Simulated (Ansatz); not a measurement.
**GeHF: taking an electron away**

An exercise on one series of results from a longer session: the logs are not shown, and one member is left open.

Computed with Ansatz 0.2.0, Gaussian basis. Level: unrestricted cation, the program's frozen cores in correlated methods.

Plan: UKS PBE-D4/def2-TZVPP; UKS r2SCAN-D4/def2-TZVPP; UKS PBE0-D4/def2-TZVPP; UKS B3LYP-D4/def2-TZVPP; UKS wB97X-V/def2-TZVPP; UKS wB97M-V/def2-TZVPP; UKS B2PLYP/def2-TZVPP; UHF-CCSD(T)/def2-TZVPP; UHF-CCSD(T)/def2-QZVPP; extrapolation to the limit; then −ε(HOMO) from the neutral's earlier runs with LDA (SPW92), PBE-D4, revPBE-D4, BLYP-D4, r2SCAN-D4, B97M-V, PBE0-D4, B3LYP-D4, r2SCANh-D4, r2SCAN0-D4, HSE06-D4, BHLYP-D4, CAM-B3LYP-D4, LC-ωPBE, ωB97X-V, ωB97M-V.

## Structure used throughout

An earlier PBE0-D4 in a triple-zeta def2 set relaxation fixed the geometry.

3 atoms, charge 0, spin multiplicity 1.

Atoms are counted from 1 here; the program's logs count them from 0.

Bond lengths: F1–Ge2 1.757 Å, Ge2–H3 1.609 Å. Angles: F1–Ge2–H3 94.2°.

Set-up of the first run:

File in.yaml:

```yaml
crystal:
  periodic: [false, false, false]
  atoms:
    - {symbol: F, position_ang: [0.672104, 1.012635, 0.469698]}
    - {symbol: Ge, position_ang: [-0.657860, 0.195237, -0.335600]}
    - {symbol: H, position_ang: [-0.025244, -1.272673, -0.147399]}
basis:
  gaussian: {orbitals: def2-TZVPP}
total_charge: 1
magnetization: {spin_polarized: true, initial_magnetization: 1}
hamiltonian: {xc: pbe, dispersion: d4}
```

Started as:

```console
$ ansatz run in.yaml --threads 2 --pin off --events-out ev --progress --plain --max-ram 31744MiB --backend cpu
```

Steps of the session up to this table: Cation, UKS PBE-D4/def2-TZVPP; Cation, UKS r2SCAN-D4/def2-TZVPP; Cation, UKS PBE0-D4/def2-TZVPP; Cation, UKS B3LYP-D4/def2-TZVPP; Cation, UKS wB97X-V/def2-TZVPP; Cation, UKS wB97M-V/def2-TZVPP; Cation, UKS B2PLYP (frozen core)/def2-TZVPP; Cation, UHF-CCSD(T)/def2-TZVPP; Cation, UHF-CCSD(T)/def2-QZVPP.

One of the session's tables, all rows but one given; the rest of the session is left out.

It belongs to the step «Ionisation energies side by side». Orbital estimates, from the neutral's runs:

| functional | −ε(HOMO) (eV) |
| --- | --- |
| LDA (SPW92) | 6.19 |
| PBE-D4 | 6.07 |
| revPBE-D4 | 6.02 |
| BLYP-D4 | 5.99 |
| r2SCAN-D4 | 6.37 |
| B97M-V | 6.37 |
| PBE0-D4 | 7.22 |
| B3LYP-D4 | 7.07 |
| r2SCANh-D4 | 6.79 |
| r2SCAN0-D4 | 7.42 |
| HSE06-D4 | 6.82 |
| BHLYP-D4 | 8.29 |
| CAM-B3LYP-D4 | 8.56 |
| LC-ωPBE | ? |
| ωB97X-V | 9.50 |
| ωB97M-V | 9.37 |

Q: Estimate the row for LC-ωPBE from the others.

The run gave: −ε(HOMO) (eV): 9.82. In the column «−ε(HOMO) (eV)» it is the highest.
